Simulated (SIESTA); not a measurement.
## Ag under changes of volume

One of the cells (17.691 Å³/atom); the others are scaled copies at fixed shape and fractional positions:

```
CELL_PARAMETERS angstrom
1.46316 0.84476 7.15630
-1.46316 0.84476 7.15630
0.00000 -1.68951 7.15630
ATOMIC_POSITIONS crystal
Ag 0.22228 0.22228 0.22228
Ag 0.77772 0.77772 0.77772
Ag 0.00000 0.00000 0.00000
```

This isn't the form of Ag at room conditions, which is fcc.

```yaml
Program: SIESTA 5.4.2
Functional: PBEsol
Potentials_or_basis: PseudoDojo 0.4 standard (PBEsol files)
Basis: DZP (energy shift 0.003 Ry; two zetas on semicore shells)
Grid_cutoff: 800 Ry
Energy_shift: 0.003 Ry
k_mesh: 10 × 10 × 10
Occupations: fermi-dirac, width 0.05 eV
Spin: no spin polarisation
```

```csv
volume (Å³/atom),energy over the lowest point (meV/atom),pressure (GPa),largest force (eV/Å)
16.968,0.00,-1.3,0.002
17.330,5.65,-3.6,0.004
17.691,15.97,-5.6,0.006
18.413,48.89,-8.9,0.008
18.774,?,?,?
```

Task: What does the run at 18.774 Å³/atom give?

Result: Energy over the lowest point 70.35 meV/atom; pressure -10.1 GPa; largest force 0.008 eV/Å.

Worked out: A Birch-Murnaghan fit of order 2 (a polynomial in V^(-2/3)) to the other rows has its minimum at 16.76 Å³/atom, just outside them, with B0 = V·E''(V) = 115 GPa at fixed shape and positions, which overstates the stiffness. It gives 70.66 meV/atom at 18.774 Å³/atom, against the run's 70.35, and -dE/dV = -10.4 GPa, against -10.1.

Energies are extrapolated to zero smearing.

Caveats: short orbitals over semicore shells can move pressures by several GPa; the basis of atomic orbitals isn't converged, which shifts pressures, moduli and gaps.
